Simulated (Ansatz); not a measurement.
# BH4NOSSi: the cost of one run

Program: Ansatz 0.2.0. Level of theory: UKS PBE0-D4/def2-SVP. These are calculated values, not measurements.

## 1. Starting point

Bond lengths: N1–Si2 1.768 Å, Si2–S3 2.126 Å, Si2–B4 1.923 Å, Si2–O5 1.682 Å, B4–O5 1.424 Å, N1–H6 0.990 Å, N1–H7 1.063 Å, S3–H8 1.362 Å, B4–H9 1.209 Å. Angles: N1–Si2–S3 115.0°, N1–Si2–B4 122.2°, N1–Si2–O5 110.7°, S3–Si2–B4 122.1°, S3–Si2–O5 106.3°, B4–Si2–O5 45.9°, Si2–N1–H6 111.9°, Si2–N1–H7 107.1°, H6–N1–H7 106.7°, Si2–S3–H8 94.8°, Si2–B4–O5 58.1°, Si2–B4–H9 138.0°, O5–B4–H9 150.1°, Si2–O5–B4 76.0°.

Coordinates:

```xyz
9

N     0.3897    1.4298    1.0881
Si    0.1994    0.0404    0.0115
S     1.9933   -0.6375   -0.9058
B    -1.5291   -0.6243   -0.5076
O    -0.8643    0.3989   -1.2415
H     1.1012    1.2822    1.7601
H    -0.5205    1.5345    1.6262
H     1.4524   -1.7994   -1.3670
H    -2.1336   -1.6709   -0.4811
```

## 2. End point A

input.yaml

```yaml
crystal:
  periodic: [false, false, false]
  atoms:
    - { symbol: "N", position_ang: [0.3897, 1.4298, 1.0881] }
    - { symbol: Si, position_ang: [0.1994, 0.0404, 0.0115] }
    - { symbol: S, position_ang: [1.9933, -0.6375, -0.9058] }
    - { symbol: B, position_ang: [-1.5291, -0.6243, -0.5076] }
    - { symbol: O, position_ang: [-0.8643, 0.3989, -1.2415] }
    - { symbol: H, position_ang: [1.1012, 1.2822, 1.7601] }
    - { symbol: H, position_ang: [-0.5205, 1.5345, 1.6262] }
    - { symbol: H, position_ang: [1.4524, -1.7994, -1.367] }
    - { symbol: H, position_ang: [-2.1336, -1.6709, -0.4811] }
magnetization:
  spin_polarized: true
basis:
  gaussian: { orbitals: def2-SVP }
hamiltonian:
  xc: pbe0
  dispersion: d4
relax:
  f_tol: 0.02
  max_steps: 50
output:
  orbitals: {}
```

Run with:

```console
> ansatz run input.yaml --threads 2 --pin off --max-ram 3072MiB --backend cpu --events-out ev --progress --plain --runs-dir out
```

What time and memory should one allow on 2 threads of AMD EPYC 9R14 (Zen 4), shared host?

About 80 s, with a peak of 0.3 GiB.
